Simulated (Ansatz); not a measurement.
# Al2Cu: how the settings move a single-point run

Aim: see which settings change the result for Al2Cu, by how much, and at what cost.

Computed with Ansatz 0.2.0 (reference: DFT, r2SCAN, PAW with Ansatz's default frozen-core files, scalar-relativistic, unless a step's input says otherwise).

## Step 1: Starting point

Symmetry: P4/mmm, No. 123, tetragonal system. The conventional cell has a = 4.105 Å, b = 4.105 Å, c = 2.891 Å, α = 90.00°, β = 90.00°, γ = 90.00°. Al (site symmetry mmm) is surrounded by 4 Cu at 2.51 Å. Cu (site symmetry 4/mmm) is surrounded by 8 Al at 2.51 Å.

As a file:

```cif
data_structure
_symmetry_space_group_name_H-M 'P 1'
_symmetry_Int_Tables_number 1
_cell_length_a 4.1052
_cell_length_b 4.1052
_cell_length_c 2.8913
_cell_angle_alpha 90.000
_cell_angle_beta 90.000
_cell_angle_gamma 90.000
_cell_volume 48.73
loop_
_atom_site_label
_atom_site_type_symbol
_atom_site_fract_x
_atom_site_fract_y
_atom_site_fract_z
_atom_site_occupancy
Al1 Al 0.50000 0.00000 0.50000 1
Al2 Al 0.00000 0.50000 0.50000 1
Cu1 Cu 0.00000 0.00000 0.00000 1
```

## Step 2: The reference run

input.yaml

```yaml
crystal:
  lattice:
    - [4.105182, 0.0, 0.0]
    - [0.0, 4.105182, 0.0]
    - [0.0, 0.0, 2.891313]
  atoms:
    - { symbol: Al, position: [0.5, 0.0, 0.5] }
    - { symbol: Al, position: [0.0, 0.5, 0.5] }
    - { symbol: Cu, position: [0.0, 0.0, 0.0] }
kpoints:
  mp_grid: { grid: [9, 9, 13] }
  band_path:
    path:
      - [0.0, 0.0, 0.0]
      - [0.0, 0.5, 0.0]
      - [0.5, 0.5, 0.0]
      - [0.0, 0.0, 0.0]
      - [0.0, 0.0, 0.5]
      - [0.0, 0.5, 0.5]
      - [0.5, 0.5, 0.5]
      - [0.0, 0.0, 0.5]
      - [0.0, 0.5, 0.0]
    npoints: 14
scf:
  occupations: { method: fermi_dirac, width: 0.03 }
hamiltonian:
  xc: r2scan
  pseudopotentials: { kind: paw }
output:
  forces: true
  stress: true
  eigenvalues: true
  efg: { contact_densities: true }
  populations: true
  bader: true
  dos: { projected: true, de: 0.2, e_range: [-14, 8] }
  write_density: true
  write_potential: true
  elf: true
  volumetric_format: npy
```

Launch:

```bash
ansatz run input.yaml --threads 1 --pin off --max-ram 4096MiB --backend cpu --events-out ev --progress --plain --runs-dir out
```

## Step 3: Changing settings: dispersion d3bj, hubbard.sites [{species: Cu, l: d, u_eff: 5.0}], hubbard.double_counting fll

input.yaml: that of step 2 with these lines changed.

```diff
@@ -28,2 +28,4 @@
   pseudopotentials: { kind: paw }
+  dispersion: d3bj
+  hubbard: { sites: [{ species: Cu, l: d, u_eff: 5.0 }], double_counting: fll }
 output:
@@ -34,7 +36 @@
   populations: true
-  bader: true
-  dos: { projected: true, de: 0.2, e_range: [-14, 8] }
-  write_density: true
-  write_potential: true
-  elf: true
-  volumetric_format: npy
```

Before running it: what results should come out? Wanted: for each run, ending; energy change; pressure; gap; force.

**Answer**, as computed:

```csv
run,ending,energy change,pressure (GPa),gap (eV),force (eV/Å),cycles,time
reference,converged,0,-2.2,0.00,0.00,8,81 s
"1: dispersion d3bj, hubbard.sites [{species: Cu, l: d, u_eff: 5.0}], hubbard.double_counting fll",converged,+43.1 meV/atom (U changed: no physical gain or loss) (offset of the dispersion model),-3.4,0.00,0.00,9,35 s
```

Times don't compare one to one where runs were asked for different outputs or read a saved state (see the inputs); cycles may leave out searches for a lower state.

Residual by cycle in the longest SCF loop of each run; runs are numbered as in the table. The quantity is the density residual dr2, in eV.

```csv
cycle,reference,run 1
1,0.116,6.36
2,0.0495,1.4
3,0.00795,0.262
4,4.1e-4,0.037
5,1.1e-4,0.0113
6,1.3e-5,4.5e-4
7,1.3e-6,8.0e-5
8,5.1e-8,9.0e-7
9,-,5.8e-8
```

**Reading.** Changing the dispersion term and Hubbard U moves the energy by +43.1 meV/atom, and the pressure goes from -2.2 to -3.4 GPa. The U term adds an energy of its own, so the shift says nothing about which run is better. The dispersion term itself accounts for -173.4 meV/atom of it. Its damping parameters are borrowed, as the log notes. A changed U is a change of model: its shifts are not errors of convergence.
